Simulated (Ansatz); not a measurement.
What does this script print? It uses Ansatz 0.2.0 through its Python package.

`hfru.vasp`
```text
HfRu
1.0
   3.23300000    0.00000000    0.00000000
   0.00000000    3.23300000    0.00000000
   0.00000000    0.00000000    3.23300000
Hf Ru
1 1
Direct
   0.00000000    0.00000000    0.00000000
   0.50000000    0.50000000    0.50000000
```

Script `nc_paw_hfru.py`:
```python
"""Two kinds of potentials on HfRu."""

import logging
import sys

import ansatz as az
from ase.io import read
import numpy as np

logging.basicConfig(stream=sys.stdout, format="%(levelname)s %(message)s")
log = logging.getLogger("run")
log.setLevel(logging.INFO)


def count_gap(report):
    # lowest empty less highest filled band, counting bands; zero where they overlap
    return max(report.get("gap_by_band_count_ev") or 0.0, 0.0)


def main() -> None:
    atoms = read("hfru.vasp", format="vasp")
    cell = az.Crystal.from_ase(atoms)

    setup = cell.calculation()
    setup = setup.functional("PBEsol")
    setup = setup.scf(tolerance=1e-10)
    setup = setup.occupations("cold", width=50 * az.meV)
    setup = setup.kpoints(9, 9, 9).stress()
    setup = setup.forces()
    setup = setup.band_table()
    variants = {
        "PAW": setup.pseudopotentials("paw"),
        "norm-conserving": setup.pseudopotentials("nc"),
    }
    # totals differ by the cores that each treatment holds, so compare what does not depend on them
    rows = []
    for label, variant in variants.items():
        r = variant.run(threads=1).report
        levels = np.array(r["eigenvalues_ev"][0]) - r["fermi_energy_ev"]
        print(label, "levels at the first k-point near E_F:", np.round(levels[np.abs(levels) < 5], 3))
        rows.append((label, r["n_electrons"], np.trace(r["stress_gpa"]) / 3, count_gap(r)))
    log.info("     treatment  electrons in bands           P GPa  gap by band count eV")
    for row in rows:
        log.info(f"{str(row[0]):>14s}  {row[1]:18.1f}  {row[2]:14.3f}  {row[3]:20.3f}")


if __name__ == "__main__":
    main()
```

Running `python nc_paw_hfru.py` prints:
```text
DeckWarning: basis.ecutwfc = 420 eV, auto-derived from the records' recommended cutoffs: set by Hf (normal level)
PAW levels at the first k-point near E_F: [-4.976 -4.976 -1.661 -1.661 -1.661  2.05   2.05 ]
DeckWarning: basis.ecutwfc = 1142.878222 eV, auto-derived from the records' recommended cutoffs: set by Ru (normal level)
norm-conserving levels at the first k-point near E_F: [-4.974 -4.974 -1.656 -1.656 -1.656  2.06   2.06 ]
INFO      treatment  electrons in bands           P GPa  gap by band count eV
INFO            PAW                42.0          -4.806                 0.000
INFO norm-conserving                28.0          -4.778                 0.000
```
(Warnings from the package without file and line.)

PAW gives -4.806 GPa and norm-conserving -4.778 GPa, 0.028 GPa apart. They took 1.9 and 5.3 s of processor time.

No spin polarisation was allowed. The computed bands are complete only to about 1.5 eV above the Fermi level. The mesh is modest for a metal, so energies can be off by several to tens of meV an atom and pressures by half a GPa or more; differences at equal mesh fare better. A gap by band count of zero or less means overlapping bands, a metal. The structure is a deposited one; some such entries were measured under pressure or heat, so a shift against it needn't be the functional's error alone. Levels are Kohn-Sham eigenvalues on this mesh, without spin-orbit coupling. Stress is positive in compression. Wall time of the script: 8.1 s on 1 thread of Arm Neoverse V2 (shared host), peak memory 0.48 GiB.
